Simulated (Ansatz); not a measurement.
# Si3Sn (ordered alloy on diamond lattice): independent-particle optics

How does Si3Sn (ordered alloy on diamond lattice) absorb light if electrons and holes don't interact? Plan: HSE06 for the gap; optics with PBE on 6×6×6; optics with r2SCAN on 6×6×6; optics with PBE and scissors to the HSE06 gap on 6×6×6; optics with PBE with spin-orbit coupling on 4×4×4.

Computed with Ansatz 0.2.0 (plane waves, PAW; no local fields, no excitons, unless a step's input says otherwise).

1 further run of the same task is left out (it didn't finish). Runs told in other sessions of the task aren't counted.

**1. Starting point**

The structure is trigonal, space group R3m (No. 160). The conventional cell has a = 4.048 Å, b = 4.048 Å, c = 19.901 Å, α = 90.00°, β = 90.00°, γ = 120.00°. Si (site symmetry 3m) is surrounded by 3 Si at 2.44 Å and 1 Sn at 2.60 Å. Si (site symmetry 3m) is surrounded by 1 Si at 2.35 Å and 3 Sn at 2.53 Å. Around Si (site symmetry 3m) lie 4 Si at 2.35 to 2.44 Å. Around Sn (site symmetry 3m) lie 4 Si at 2.53 to 2.60 Å.

Coordinates:

```cif
data_structure
_symmetry_space_group_name_H-M 'R3m:H'
_symmetry_Int_Tables_number 160
_cell_length_a 4.0478
_cell_length_b 4.0478
_cell_length_c 19.9010
_cell_angle_alpha 90.000
_cell_angle_beta 90.000
_cell_angle_gamma 120.000
_cell_volume 282.39
loop_
_atom_site_label
_atom_site_type_symbol
_atom_site_symmetry_multiplicity
_atom_site_Wyckoff_symbol
_atom_site_fract_x
_atom_site_fract_y
_atom_site_fract_z
_atom_site_occupancy
Si1 Si 3 a 0.66667 0.33333 0.32720 1
Si2 Si 3 a 0.33333 0.66667 0.17348 1
Si3 Si 3 a 0.33333 0.66667 0.29132 1
Sn1 Sn 3 a 0.00000 0.00000 0.12467 1
```

The cell was relaxed beforehand with r2SCAN; those runs aren't shown. Spin-orbit coupling, which matters for Sn, is in the runs so named alone.

**2. The gap to aim at**

input.yaml reads:

```yaml
crystal:
  lattice:
    - [2.0239181904, 1.168509712, 6.6336726333]
    - [-2.0239181904, 1.168509712, 6.6336726333]
    - [0.0, -2.337019424, 6.6336726333]
  atoms:
    - { symbol: Si, position: [1.006133707, 0.006133707, 0.006133707] }
    - { symbol: Si, position: [0.4931881577, 0.4931881577, 0.4931881577] }
    - { symbol: Si, position: [0.3753444185, 0.3753444185, 0.3753444185] }
    - { symbol: Sn, position: [0.8753337168, 0.8753337168, 0.8753337168] }
kpoints:
  mp_grid: { grid: [4, 4, 4] }
  band_path:
    path:
      - [0.0, 0.0, 0.0]
      - [-0.5, -0.5, -0.5]
      - [-0.5, -0.1873521333, -0.8126478667]
      - [-0.1873521333, 0.1873521333, -0.5]
      - [0.0, 0.0, -0.5]
      - [0.0, 0.3436760667, -0.3436760667]
      - [-0.3436760667, 0.0, -0.6563239333]
      - [-0.5, 0.0, -0.5]
      - [0.135417, -0.4375, -0.4375]
    npoints: 1
hamiltonian:
  xc: hse06
scf:
  occupations: { method: fixed }
  n_extra_bands: 5
output:
  forces: true
  stress: true
  eigenvalues: true
```

The run is started by

```
$ ansatz run input.yaml --threads 4 --pin off --max-ram 3686MiB --backend cpu --events-out ev --progress --plain --runs-dir out
```

After this run come: Optics, PBE; Optics, r2SCAN; Optics, PBE with a scissors shift; Optics, PBE with spin-orbit coupling.

**Question.** What will the summary of the whole plan be? Wanted: ε∞, PBE; ε∞, r2SCAN; tallest peak of ε₂, PBE; tallest peak of ε₂, r2SCAN; tallest peak of ε₂, PBE with spin-orbit coupling; HSE06 direct gap.

**Answer**, as computed:

```
                                        quantity                                 value
                                         ε∞, PBE            15.48 (xx, yy), 15.67 (zz)
                                      ε∞, r2SCAN            13.29 (xx, yy), 13.53 (zz)
                      ε∞, PBE + 0.62 eV scissors            13.12 (xx, yy), 13.31 (zz)
                         tallest peak of ε₂, PBE                       45.1 at 3.55 eV
                      tallest peak of ε₂, r2SCAN                       42.1 at 3.85 eV
      tallest peak of ε₂, PBE + 0.62 eV scissors                       45.5 at 4.15 eV
tallest peak of ε₂, PBE with spin-orbit coupling  44.7 at 3.55 eV (complete to 9.4 eV)
                                HSE06 direct gap                               0.98 eV
```

In words: PBE + 0.62 eV scissors has the widest direct gap (0.98 eV) and PBE the narrowest (0.36 eV); ε∞ is 13.19 and 15.55 (mean of the axes): a wider gap screens less. With a direct gap of only 0.36 eV, ε∞ hangs on the few k points next to it, so this mesh fixes it only roughly. The meshes differ between the runs, and peak heights and places move with the mesh, so part of any difference isn't the level's. The response is anisotropic: with PBE ε∞ is 15.48 (xx, yy), 15.67 (zz). Local fields and excitons are left out: both change ε∞, and without excitons the onset lacks its lines.
